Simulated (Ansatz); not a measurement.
This script drives the Python package of Ansatz (0.2.0).

The script, `run_bands.py`:
```python
"""Bands of CsRb2PdF6 along a path through the zone."""

from dataclasses import dataclass

import ansatz as az
import numpy as np
from pymatgen.core import Lattice, Structure
from pymatgen.core import Structure
from pymatgen.io.ase import AseAtomsAdaptor
from scipy.ndimage import map_coordinates


@dataclass(frozen=True)
class Settings:
    functional: str = "LDA"
    filling: str = "fermi_dirac"
    extra_bands: int = 8


settings = Settings()

pmg_structure = Structure(
    Lattice([(0.0, 4.812153, 4.812153), (4.812153, 0.0, 4.812153), (4.812153, 4.812153, 0.0)]),
    ["Cs", "Rb", "Rb", "Pd", "F", "F", "F", "F", "F", "F"],
    [
        (0.5, 0.5, 0.5),
        (0.75, 0.75, 0.75),
        (0.25, 0.25, 0.25),
        (0.0, 0.0, 0.0),
        (0.785771, 0.214229, 0.214229),
        (0.214229, 0.214229, 0.785771),
        (0.214229, 0.785771, 0.785771),
        (0.214229, 0.785771, 0.214229),
        (0.785771, 0.214229, 0.785771),
        (0.785771, 0.785771, 0.214229),
    ],
)
system = az.Crystal.from_ase(AseAtomsAdaptor.get_atoms(pmg_structure))

# high-symmetry points in fractions of the reciprocal vectors
path = [
    ("K", (0.375, 0.375, 0.75)),
    ("G", (0.0, 0.0, 0.0)),
    ("L", (0.5, 0.5, 0.5)),
    ("W", (0.5, 0.25, 0.75)),
    ("X", (0.5, 0.0, 0.5)),
]
setup = (
    system.calculation()
    .functional(settings.functional)
    .pseudopotentials("paw")
    .basis(35 * az.Ry)
    .kpoints(4, center="gamma")
    .occupations(settings.filling)
    .band_structure([point for _, point in path], intervals=10)
    .scf(extra_bands=settings.extra_bands)
    .density()
    .stress()
)
outcome = setup.run(threads=1)
data = outcome.report

print("%-22s %14.5f eV" % ("F = E - TS", data["free_energy_ev"]))
print("%-22s %14.5f eV" % ("E", data["internal_energy_ev"]))
print("%-22s %14.5f eV" % ("Harris-Foulkes", data["harris_foulkes_ev"]))
print("%-22s %14.5f eV" % ("Fermi level", data["fermi_energy_ev"]))

final = Structure(outcome.lattice.cell_ang, [s.symbol for s in outcome.lattice.sites], [s.position_frac for s in outcome.lattice.sites])
# the grid holds the pseudo-density, which differs from the true one inside the cores
rho = outcome.density()
total = sum(channel.density_e_per_ang3 for channel in rho.channels[:2])
grid_cell = np.asarray(rho.fft_grid_basis) @ outcome.lattice.cell_ang
partner = min(final.get_neighbors(final[0], 5.0), key=lambda n: n.nn_distance)
line = np.linspace(final[0].coords, partner.coords, 11)
points = (line @ np.linalg.inv(grid_cell)) * rho.dims
values = map_coordinates(total, points.T, order=3, mode="grid-wrap")
print(f"from {final[0].specie} to {partner.specie}, {partner.nn_distance:.3f} A")
for t, value in zip(np.linspace(0, partner.nn_distance, 11), values):
    print(f"{t:7.3f} A  {value:9.4f} e/A^3")

# the stress is positive in compression
print("pressure by term (GPa)")
for term, tensor in data["stress_terms_gpa"].items():
    if np.any(tensor):
        print(f"  {term:28s} {np.trace(np.array(tensor)) / 3:12.3f}")
print(f"  {'total':28s} {np.trace(np.array(data['stress_gpa'])) / 3:12.3f}")

bands = outcome.band_structure()
fermi = bands.fermi_energy_ev
print(f"zero of the bands: {fermi:.3f} eV, the Fermi level found on the SCF mesh")
for spin, channel in enumerate(bands.channels):
    print("channel", spin, "- computed levels within 4 eV of the Fermi level")
    for i, (label, _) in enumerate(path):
        levels = channel.eigenvalues_ev[i * 10] - fermi
        print(f"  {label:3s}", " ".join(f"{e:7.3f}" for e in levels if abs(e) < 4))
```

It is started by `python run_bands.py`. How long does it take on 1 thread of Arm Neoverse V2 (shared host), and how much memory does it need?

It took about 18 s, with a peak of 0.71 GiB, for 1 run of the engine.

Running `python run_bands.py` prints:
```text
F = E - TS               -23457.88341 eV
E                        -23457.67926 eV
Harris-Foulkes           -23457.88341 eV
Fermi level                   4.11102 eV
from Cs to F, 2.750 A
  0.000 A    -0.0672 e/A^3
  0.275 A     0.3089 e/A^3
  0.550 A     1.0194 e/A^3
  0.825 A     1.0466 e/A^3
  1.100 A     0.5372 e/A^3
  1.375 A     0.2216 e/A^3
  1.650 A     0.1914 e/A^3
  1.925 A     0.5609 e/A^3
  2.200 A     2.5667 e/A^3
  2.475 A     9.0714 e/A^3
  2.750 A    13.9782 e/A^3
pressure by term (GPa)
  kinetic                          1080.428
  hartree                           928.401
  ewald                           -1196.632
  local_pseudopotential            -670.832
  nonlocal_pseudopotential          -45.187
  augmentation                      121.836
  nlcc                             -116.305
  xc                               -106.593
  augmentation_tail                  -0.027
  scf_correction                      0.001
  pulay_correction                    0.031
  total                              -4.878
zero of the bands: 4.111 eV, the Fermi level found on the SCF mesh
channel 0 - computed levels within 4 eV of the Fermi level
  K    -3.814  -3.784  -3.738  -3.639  -3.636  -3.590  -3.461  -3.384  -3.340  -1.808  -1.729  -1.725   0.041   0.126
  G    -3.704  -3.704  -3.704  -3.665  -3.665  -3.665  -3.323  -3.323  -3.323  -1.812  -1.812  -1.812  -0.030  -0.030   2.253
  L    -3.973  -3.859  -3.859  -3.740  -3.740  -3.650  -3.381  -3.359  -3.359  -1.761  -1.749  -1.749   0.261   0.261   3.967
  W    -3.810  -3.783  -3.783  -3.678  -3.552  -3.552  -3.503  -3.348  -3.348  -1.772  -1.772  -1.713  -0.005   0.167
  X    -3.778  -3.740  -3.740  -3.513  -3.513  -3.503  -3.503  -3.467  -3.329  -1.858  -1.713  -1.713  -0.019  -0.001
```

Reading the output:
- Absolute energies stand on the zero of these potentials, so only differences at equal settings mean something. A total without «per atom» is that of the cell as typed.
- The cell holds an odd number of electrons and is run without spin, so a magnetic state may lie lower.
- The computed bands are complete only to about 5.7 eV above the Fermi level.
- The mesh is modest for a metal, so energies can be off by several to tens of meV an atom and pressures by half a GPa or more; differences at equal mesh fare better.
- An absolute Fermi energy rests on an arbitrary zero of the periodic potential and has no direct meaning.
- Pressure is positive in compression.
- Densities and potentials on the grid are those of the valence electrons, and inside the cores they hang on the potentials used.
- This cell is a computed structure, which may not be the phase found in nature.
- Gaps and levels are Kohn-Sham values on a finite set of k-points, without spin-orbit coupling.

(Lines on the test bed's own set-up are left out of the output.)
